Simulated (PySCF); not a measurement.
# The bond of AsH−, level by level

An exercise on one series of results from a longer session: the logs are not shown, and one member is left open.

Method: As def2-TZVPPD, H def2-TZVPPD, no relativity; program: PySCF 2.14.0.

2 further runs of the same task are left out: 2 set aside as unsound or not needed.

The first run:

The job is set up so:

| Item | Value |
| --- | --- |
| atoms | As, H |
| charge | -1 |
| basis | As def2-TZVPPD, H def2-TZVPPD |
| Hamiltonian | no relativity |
| basis functions | 71 |
| electrons treated | 35 |
| masses in u | 74.9216, 1.0078 |
| levels | PBE0, PBE, r²SCAN, MN15, B2PLYP, B97-3, PW91, BP86, ωB97X, SCS-MP2, CCSD, CCSD(T) |
| grid | 80 radial by 434 angular points |
| occupations | held fixed by the projection of orbital angular momentum |
| dissociation limit | As− + H, each in its ground configuration |
| starting distance in angstrom | 1.595 |
| values of 2S to try | 1, 3 |

Started as:

```sh
OMP_NUM_THREADS=1 python dia.py task.json out
```

Steps of the session up to this table: Set-up; PBE0 along the bond; PBE; r²SCAN (meta-GGA); MN15; B2PLYP (double hybrid); B97-3 (global hybrid GGA); PW91 (GGA); BP86 (GGA); ωB97X (range-separated hybrid); MP2 and coupled cluster.

One of the session's tables, all rows but one given; the rest of the session is left out.

It belongs to the step «The curves together». Energy (eV) from each level's lowest point:

```
R (Å)  UHF-SCS-MP2  UHF-CCSD  UHF-CCSD(T)    PBE   PW91
1.331        0.467       n/a          n/a  0.551  0.541
1.393        0.203     0.215        0.219  0.264  0.257
1.455        0.057     0.065        0.068  0.094  0.090
1.502        0.008     0.012        0.014  0.027  0.025
1.548        0.000     0.000        0.000  0.000  0.000
1.594        0.024     0.020        0.018  0.006  0.007
1.656            ?         ?            ?      ?      ?
1.734        0.231     0.211        0.204  0.158  0.163
1.827        0.439     0.405        0.394  0.328  0.335
1.950        0.763       n/a          n/a  0.597  0.605
```

Q: Estimate the row for R (Å) = 1.656 from the others.

Worked estimate for «UHF-SCS-MP2». A straight line through the neighbours (1.594, 0.024) and (1.734, 0.231) gives 0.024 + (0.231 − 0.024) × (1.656 − 1.594) / (1.734 − 1.594) = 0.116; a parabola fitted to 4 rows on both sides gives 0.099.

The run gave: UHF-SCS-MP2: 0.095; UHF-CCSD: 0.084; UHF-CCSD(T): 0.080; PBE: 0.053; PW91: 0.056. In «UHF-SCS-MP2» the line misses by +0.021 and the parabola by +0.004.
